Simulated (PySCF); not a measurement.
# C4H9B: a tour of settings, part 2 of 2

PySCF 2.14.0. Atoms count from 0.

## 4. Indirect couplings: LC-wPBE/6-31G*

Job settings and geometry (Å):

```
{"job": {"kind": "j", "xc": "LC-wPBE", "basis": "6-31G*"}, "charge": 0, "multiplicity": 1}
B     -2.038005    -0.529186     0.519370
C     -0.671662     0.165786     0.541270
C     -0.240147     1.077726    -0.603900
C      0.407240    -0.243790    -0.462853
C      1.832522    -0.357583     0.010623
H     -2.600867    -0.763852     1.517939
H     -2.520005    -0.835347    -0.502805
H     -0.260651     0.465388     1.500379
H     -0.940524     1.232254    -1.410370
H      0.322078     1.960731    -0.336928
H      0.123228    -1.008131    -1.176411
H      2.516113    -0.294332    -0.835583
H      1.996070    -1.311850     0.509369
H      2.073932     0.441715     0.707732
```

Level: LC-wPBE/6-31G* indirect spin-spin coupling, non-relativistic, gas phase.

The log of the run:

```text
coarse grid: 11016 points
cycle   1  E = -182.5543732468  dE =  8.235e-01  |g| = 2.352e-01  |ddm| = 3.079e+00
cycle   2  E = -182.5733246491  dE = -1.895e-02  |g| = 8.611e-02  |ddm| = 3.045e-01
cycle   3  E = -182.5752056012  dE = -1.881e-03  |g| = 4.024e-02  |ddm| = 1.104e-01
cycle   4  E = -182.5756596578  dE = -4.541e-04  |g| = 5.610e-03  |ddm| = 4.108e-02
cycle   5  E = -182.5756736614  dE = -1.400e-05  |g| = 2.122e-03  |ddm| = 9.862e-03
cycle   6  E = -182.5756760336  dE = -2.372e-06  |g| = 7.273e-04  |ddm| = 3.649e-03
final grid: 104392 points
cycle   7  E = -182.5225918192  dE = -4.462e-05  |g| = 4.545e-03  |ddm| = 1.822e-02
cycle   8  E = -182.5225956339  dE = -3.815e-06  |g| = 3.246e-03  |ddm| = 7.443e-03
cycle   9  E = -182.5225982367  dE = -2.603e-06  |g| = 2.750e-04  |ddm| = 2.698e-03
cycle  10  E = -182.5225982721  dE = -3.538e-08  |g| = 1.466e-04  |ddm| = 5.439e-04
cycle  11  E = -182.5225982784  dE = -6.355e-09  |g| = 3.083e-05  |ddm| = 2.074e-04
cycle  12  E = -182.5225982789  dE = -5.251e-10  |g| = 1.133e-05  |ddm| = 6.281e-05
converged SCF energy = -182.5225982789

Indirect spin-spin couplings (Hz)
  i      j    bonds     total        FC       PSO       DSO        SD
  0 B    1 C    1     73.533    75.567    -2.408     0.193     0.182
  0 B    2 C    2     -0.490    -0.191    -0.238    -0.043    -0.018
  0 B    3 C    2      0.078     0.378    -0.218    -0.023    -0.059
  0 B    4 C    3      1.448     1.466     0.080    -0.080    -0.018
  0 B    5 H    1    135.776   136.621    -1.875     0.461     0.568
  0 B    6 H    1    135.065   135.981    -1.956     0.513     0.526
  0 B    7 H    2     -1.446    -0.594    -0.402    -0.445    -0.006
  0 B    8 H    3      4.140     4.350    -0.175    -0.010    -0.024
  0 B    9 H    3      2.977     3.259     0.300    -0.549    -0.033
  0 B   10 H    3      3.764     3.913    -0.176     0.049    -0.021
  0 B   11 H    4      0.859     0.987     0.278    -0.398    -0.008
  0 B   13 H    4     -0.215    -0.122     0.219    -0.327     0.014
  1 C    2 C    1     16.649    16.661    -0.208     0.197         -
  1 C    3 C    1     17.355    17.582    -0.449     0.221         -
  1 C    4 C    2     -0.823    -0.713    -0.093    -0.016         -
  1 C    5 H    2      4.156     4.712    -0.453    -0.103         -
  1 C    6 H    2     -0.588    -0.057    -0.424    -0.107         -
  1 C    7 H    1    152.116   150.361     0.746     1.009         -
  1 C    8 H    2     -1.485    -1.533     0.328    -0.280         -
  1 C    9 H    2     -2.703    -2.716     0.279    -0.266         -
  1 C   10 H    2     -0.462    -0.484     0.249    -0.227         -
  1 C   11 H    3      6.748     6.961     0.230    -0.442         -
  1 C   12 H    3      1.047     1.109     0.047    -0.109         -
  1 C   13 H    3      1.877     1.828     0.001     0.048         -
  2 C    3 C    1     30.583    32.082    -1.707     0.209         -
  2 C    4 C    2     -0.889    -0.744    -0.114    -0.031         -
  2 C    5 H    3      1.725     1.915     0.125    -0.315         -
  2 C    6 H    3      1.415     1.392     0.043    -0.020         -
  2 C    7 H    2     -1.790    -1.848     0.285    -0.227         -
  2 C    8 H    1    163.972   162.629     0.474     0.869         -
  2 C    9 H    1    166.472   165.120     0.466     0.886         -
  2 C   10 H    2     -1.852    -1.626     0.075    -0.302         -
  2 C   11 H    3      0.474     0.579     0.082    -0.188         -
  2 C   12 H    3      7.587     7.805     0.250    -0.469         -
  2 C   13 H    3      2.491     2.488    -0.024     0.027         -
  3 C    4 C    1     57.534    57.612    -0.283     0.205         -
  3 C    5 H    3      1.288     1.455     0.101    -0.269         -
  3 C    6 H    3      1.213     1.167     0.029     0.017         -
  3 C    7 H    2     -2.044    -2.121     0.240    -0.163         -
  3 C    8 H    2     -2.373    -2.151     0.075    -0.297         -
  3 C    9 H    2     -2.220    -1.972     0.047    -0.295         -
  3 C   10 H    1    162.651   161.199     0.379     1.073         -
  3 C   11 H    2     -4.324    -4.334     0.116    -0.106         -
  3 C   12 H    2     -5.518    -5.474     0.067    -0.111         -
  3 C   13 H    2     -5.748    -5.724     0.099    -0.123         -
  4 C    6 H    4     -0.241    -0.179     0.164    -0.226         -
  4 C    7 H    3      5.139     5.083    -0.024     0.080         -
  4 C    8 H    3      2.296     2.469     0.272    -0.446         -
  4 C    9 H    3      4.297     4.287     0.009     0.001         -
  4 C   10 H    2      0.098     0.153     0.193    -0.247         -
  4 C   11 H    1    134.783   133.144     0.974     0.665         -
  4 C   12 H    1    135.769   134.154     0.947     0.668         -
  4 C   13 H    1    135.846   134.216     0.915     0.715         -
  5 H    6 H    2     -0.802     0.583     0.672    -2.057         -
  5 H    7 H    3      5.408     5.697    -0.064    -0.226         -
  5 H    8 H    4     -0.387     0.163     0.491    -1.041         -
  5 H    9 H    4     -0.547    -0.015     0.734    -1.267         -
  5 H   10 H    4     -0.194     0.303     0.433    -0.930         -
  5 H   11 H    5     -0.552    -0.144     0.650    -1.058         -
  5 H   13 H    5     -0.253     0.012     0.400    -0.666         -
  6 H    7 H    3      7.324     8.487     1.059    -2.222         -
  6 H    9 H    4     -1.115    -0.538     0.903    -1.480         -
  6 H   10 H    4      0.183    -0.131    -0.659     0.973         -
  6 H   11 H    5     -0.579    -0.264     0.554    -0.869         -
  6 H   12 H    5     -0.178     0.081     0.365    -0.625         -
  6 H   13 H    5     -0.202     0.199     0.680    -1.081         -
  7 H    8 H    3      3.899     4.945     1.671    -2.717         -
  7 H    9 H    3      8.117     8.232    -0.145     0.030         -
  7 H   10 H    3      3.260     4.285     1.683    -2.708         -
  7 H   11 H    4     -0.964    -0.342     0.926    -1.548         -
  7 H   12 H    4     -0.575    -0.434    -0.095    -0.046         -
  8 H    9 H    2     -9.048    -7.802     1.625    -2.870         -
  8 H   10 H    3      7.232     7.474    -0.011    -0.231         -
  8 H   11 H    4     -0.673    -0.170     0.627    -1.130         -
  8 H   12 H    4      0.197     0.895     1.168    -1.866         -
  8 H   13 H    4     -0.975    -0.310     1.012    -1.678         -
  9 H   10 H    3      3.464     4.615     1.666    -2.817         -
  9 H   11 H    4     -0.772    -0.521     0.098    -0.349         -
  9 H   12 H    4     -1.228    -0.576     0.949    -1.601         -
 10 H   11 H    3      2.417     2.801     0.160    -0.543         -
 10 H   12 H    3      2.129     2.536     0.192    -0.599         -
 10 H   13 H    3      9.976    11.164     1.690    -2.878         -
 11 H   12 H    2    -17.668   -16.535     1.490    -2.623         -
 11 H   13 H    2    -17.735   -16.583     1.390    -2.542         -
 12 H   13 H    2    -17.487   -16.338     1.387    -2.537         -
```

Wall time 30 s (1 thread, shared host).

The basis is not made for couplings: without tight functions at the nuclei these values are rough.

A choice of the couplings up to four bonds, sorted by the number of bonds, with means over like pairs; isotopes 11B, 13C, 1H:

```
   pair  bonds  J (Hz)  Fermi contact (Hz)  dihedral (°)
  C2–H9      1   166.5               165.1             –
  C2–H8      1   164.0               162.6             –
 C3–H10      1   162.7               161.2             –
  C1–H7      1   152.1               150.4             –
 C4–H11      1   135.5               133.8             –
  B0–H5      1   135.4               136.3             –
  B0–C1      1    73.5                75.6             –
  C3–C4      1    57.5                57.6             –
  C2–C3      1    30.6                32.1             –
H11–H12      2   -17.6               -16.5             –
  H8–H9      2    -9.0                -7.8             –
 C3–H11      2    -5.2                -5.2             –
  C1–H9      2    -2.7                -2.7             –
  C3–H8      2    -2.4                -2.2             –
  C3–H9      2    -2.2                -2.0             –
  C3–H7      2    -2.0                -2.1             –
 C2–H10      2    -1.9                -1.6             –
  C2–H7      2    -1.8                -1.8             –
  H7–H9      3     8.1                 8.2            -6
 H8–H10      3     7.2                 7.5            -1
  H5–H7      3     6.4                 7.1             –
  C4–H7      3     5.1                 5.1             8
H10–H11      3     4.8                 5.5             –
  C4–H9      3     4.3                 4.3            -1
  B0–H8      3     4.1                 4.3             2
  H7–H8      3     3.9                 4.9          -147
 B0–H10      3     3.8                 3.9             2
```

The spin-dipole term was solved for some atoms only; pairs without it lack that part.

Quadrupole couplings from the field gradients of the same density:

```
atom  isotope  eQq/h (MHz)     η
  B0      11B        5.339  0.04
```

Shifts (PBE0/pcSseg-1, scaled to CDCl3 for protons on carbon, raw for the others) and these couplings together give the proton spectrum at 500 MHz below. Couplings to quadrupolar nuclei are left out.

1H NMR δ 7.26 (br, 2H), 1.51 (m, 1H), 1.33 (d, J = 4.8 Hz, 3H), 1.30 (m, 1H), 1.07 (m, 1H), 1.05 (m, 1H).

## 5. NMR shieldings: mPW1PW91/pcSseg-1

Same as in step 4 but for these lines:

```diff
@@ -1,2 +1,2 @@
-{"job": {"kind": "j", "xc": "LC-wPBE", "basis": "6-31G*"}, "charge": 0, "multiplicity": 1}
+{"job": {"kind": "nmr", "xc": "mPW1PW91", "basis": "pcSseg-1", "pop": false, "scf": {"max_cycle": 2}}, "charge": 2, "multiplicity": 1}
 B     -2.038005    -0.529186     0.519370
```

Method: GIAO mPW1PW91/pcSseg-1 NMR shielding, non-relativistic, gas phase.

The log of the run:

```text
final grid: 104392 points
cycle   1  E = -181.4929839300  dE =  1.512e+00  |g| = 5.379e-01  |ddm| = 3.041e+00
cycle   2  E = -180.9211661541  dE =  5.718e-01  |g| = 1.349e+00  |ddm| = 1.610e+00
SCF not converged, last energy = -180.9211661541
```

It took 6 s on 1 thread, shared host.

Diagnosis: The cap of 2 cycles ended the SCF at a gradient of 1.3e+00. Cure: raise the cap. Numbers printed on the way are no properties of the molecule.

## 6. Shielding tensors: PBE0/cc-pVDZ

Same as in step 5 but for these lines:

```diff
@@ -1,2 +1,2 @@
-{"job": {"kind": "nmr", "xc": "mPW1PW91", "basis": "pcSseg-1", "pop": false, "scf": {"max_cycle": 2}}, "charge": 2, "multiplicity": 1}
+{"job": {"kind": "nmr", "xc": "PBE0", "basis": "cc-pVDZ", "pop": false, "scf": {"level_shift": 0.1}}, "charge": 0, "multiplicity": 1}
 B     -2.038005    -0.529186     0.519370
```

Method: GIAO PBE0/cc-pVDZ NMR shielding, non-relativistic, gas phase.

The log of the run:

```text
final grid: 104392 points
cycle   1  E = -182.3994593345  dE =  4.765e-01  |g| = 2.475e-01  |ddm| = 6.590e+00
cycle   2  E = -182.4098047248  dE = -1.035e-02  |g| = 1.838e-01  |ddm| = 9.500e-01
cycle   3  E = -182.4184935929  dE = -8.689e-03  |g| = 1.915e-02  |ddm| = 3.217e-01
cycle   4  E = -182.4185761160  dE = -8.252e-05  |g| = 9.739e-03  |ddm| = 5.406e-02
cycle   5  E = -182.4186002950  dE = -2.418e-05  |g| = 1.783e-03  |ddm| = 1.879e-02
cycle   6  E = -182.4186012270  dE = -9.320e-07  |g| = 5.044e-04  |ddm| = 4.376e-03
cycle   7  E = -182.4186013051  dE = -7.800e-08  |g| = 1.288e-04  |ddm| = 1.130e-03
cycle   8  E = -182.4186013109  dE = -5.881e-09  |g| = 4.964e-05  |ddm| = 3.152e-04
cycle   9  E = -182.4186013118  dE = -8.977e-10  |g| = 1.525e-05  |ddm| = 1.133e-04
level shift removed, Fock matrix diagonalised once more
converged SCF energy = -182.4186013118

GIAO shielding tensors (ppm)
atom      isotropic    diamagn.    paramagn.     s11        s22        s33       span
  0 B       34.269     200.392    -166.123    -39.466      8.248    134.024    173.489
  1 C      169.660     244.374     -74.714    109.323    187.758    211.900    102.578
  2 C      176.099     251.211     -75.112    155.726    175.393    197.177     41.451
  3 C      173.962     247.914     -73.953    144.682    178.056    199.147     54.465
  4 C      176.999     245.202     -68.203    159.415    172.020    199.561     40.147
  5 H       23.783      30.828      -7.045     17.165     26.786     27.398     10.233
  6 H       24.648      31.906      -7.258     16.351     28.089     29.503     13.151
  7 H       30.639      32.114      -1.475     25.168     29.211     37.539     12.371
  8 H       30.486      31.180      -0.694     24.748     27.107     39.604     14.855
  9 H       30.763      31.456      -0.693     25.733     28.363     38.194     12.462
 10 H       30.185      32.703      -2.519     23.526     28.392     38.635     15.109
 11 H       30.038      28.494       1.544     25.577     27.456     37.080     11.503
 12 H       30.090      29.483       0.607     25.704     27.635     36.931     11.227
 13 H       31.406      30.862       0.544     27.227     29.608     37.383     10.156
```

Wall time 25 s (1 thread, shared host).

This run: δ C1 29.5, C3 25.2, C2 23.0, C4 22.1, H5 7.53, H10 1.56 ppm (means over like atoms).

## 7. Side by side: NMR shifts

Shifts (ppm) of some atoms, chosen among heavy atoms and hydrogens apart, means over like atoms, with basis size and wall time:

```
          run    C1    C3    C2    C4    H5    H7    B0  functions  time
PBE0/pcSseg-1  29.7  24.0  23.4  22.7  7.26  1.02  83.9        130  43 s
 PBE0/cc-pVDZ  29.5  25.2  23.0  22.1  7.53  1.11  79.0        115  25 s
```

## 8. Summary of results

What follows sums up all 2 parts.

| quantity | value |
| --- | --- |
| 13C shifts against TMS (PBE0/pcSseg-1) | 29.7, 24.0, 23.4, 22.7 ppm |
| 1H shifts against TMS (PBE0/pcSseg-1, means over atoms taken as alike) | 7.26, 1.49, 1.30, 1.27, 1.02, 1.00 ppm |
| 11B shifts against BF3·OEt2 (PBE0/pcSseg-1) | 83.9 ppm |
| surface potential, 1st and 99th percentile | -0.49 V and 0.87 V |
| largest coupling of the table (LC-wPBE/6-31G*) | 1J(C,H) C2–H9, 166.5 Hz |
| range of the shift of B0 | 79.0 to 83.9 ppm |
| property runs in this session | 5, of which 2 failed and 0 gave unsound results |

**Reading.** Single values in the summary come from the first run of each kind that ended normally (PBE0/pcSseg-1; LC-wPBE/6-31G*), which need not be the best level. At PBE0/pcSseg-1: Shielding is most anisotropic at B0 (span 187 ppm, paramagnetic term -176 ppm). By nearest atom (PBE0/pcSseg-1), the HOMO sits on C3 26 %; C2 17 % and the LUMO on B0 50 %; H5, H6 about 14 % each. Of the pairs tabulated at LC-wPBE/6-31G*, C2–H9 couples most strongly (166.5 Hz; Fermi contact 165.1 Hz). Couplings across rotatable bonds belong to this one conformer; where others are populated, the observed values are averages. In ppm, B0 moves most: its shift spreads over 4.9 ppm, from 79.0 (PBE0/cc-pVDZ) to 83.9 (PBE0/pcSseg-1). Couplings from bases without tight functions are rough.
